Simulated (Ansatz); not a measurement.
# BBrH₃NS: a ladder of functionals and wavefunction methods

The task here is to estimate one member of a computed series from the others.

The runs use Ansatz 0.2.0, Gaussian basis; functionals in def2-TZVPP, the program's frozen cores in correlated methods.

Levels to be run: PBE-D4, r2SCAN-D4, PBE0-D4, B3LYP-D4, ωB97X-V, ωB97M-V, B2PLYP; CCSD(T)/def2-TZVPP; CCSD(T)/def2-QZVPP; extrapolation to the limit.

## The relaxed structure

An earlier PBE0-D4 in a triple-zeta def2 set relaxation fixed the geometry.

SMILES `NB(S)Br`, 7 atoms, charge 0, spin multiplicity 1.

Atoms are counted from 1 here; the program's logs count them from 0.

Bond lengths: N1–B2 1.389 Å, N1–H5 1.005 Å, N1–H6 1.006 Å, B2–S3 1.813 Å, B2–Br4 1.938 Å, S3–H7 1.339 Å. Angles: B2–N1–H5 122.2°, B2–N1–H6 123.1°, H5–N1–H6 114.6°, N1–B2–S3 120.6°, N1–B2–Br4 118.4°, S3–B2–Br4 121.0°, B2–S3–H7 96.3°.

The first run:

File in.yaml:

```yaml
crystal:
  periodic: [false, false, false]
  atoms:
    - {symbol: N, position_ang: [-0.997472, 0.379092, 0.579257]}
    - {symbol: B, position_ang: [0.085117, -0.004788, -0.201107]}
    - {symbol: S, position_ang: [1.512471, -0.835143, 0.546985]}
    - {symbol: Br, position_ang: [0.029616, 0.368938, -2.101627]}
    - {symbol: H, position_ang: [-1.801099, 0.840379, 0.190804]}
    - {symbol: H, position_ang: [-1.043632, 0.220856, 1.571255]}
    - {symbol: H, position_ang: [2.215009, -0.969324, -0.585557]}
basis:
  gaussian: {orbitals: def2-TZVPP}
hamiltonian: {xc: pbe, dispersion: d4}
output: {forces: true, orbitals: {seedname: orbitals}}
```

The run is started by

```
$ ansatz run in.yaml --threads 2 --pin off --events-out ev --progress --plain --max-ram 32768MiB --backend cpu
```

Among the steps run: PBE-D4 (GGA); r2SCAN-D4 (meta-GGA); PBE0-D4 (hybrid); B3LYP-D4 (hybrid); ωB97X-V (range-separated); ωB97M-V (range-separated); B2PLYP (double hybrid); CCSD(T) in def2-TZVPP; CCSD(T) in def2-QZVPP.

One of the session's tables, all rows but one given; the rest of the session is left out.

| method | atomisation energy (kJ/mol) |
| --- | --- |
| PBE-D4 | 2515.8 |
| r2SCAN-D4 | ? |
| PBE0-D4 | 2464.4 |
| B3LYP-D4 | 2446.0 |
| ωB97X-V | 2455.8 |
| ωB97M-V | 2462.0 |
| B2PLYP | 2416.0 |
| HF/def2-TZVPP | 1729.8 |
| MP2/def2-TZVPP | 2424.6 |
| CCSD/def2-TZVPP | 2316.1 |
| CCSD(T)/def2-TZVPP | 2362.5 |
| MP2/CBS | 2504.3 |
| CCSD(T)/CBS | 2442.3 |

Estimate the missing values for r2SCAN-D4.

**Answer.** atomisation energy (kJ/mol): 2463.1. In the column «atomisation energy (kJ/mol)» it lies between ωB97M-V (2462.0) and PBE0-D4 (2464.4).

Limits of these values: Free atoms (1 N, 1 B, 1 S, 1 Br, 3 H) were run apart at each level; the atomisation energy is their sum less the molecule, without zero-point or spin-orbit terms.
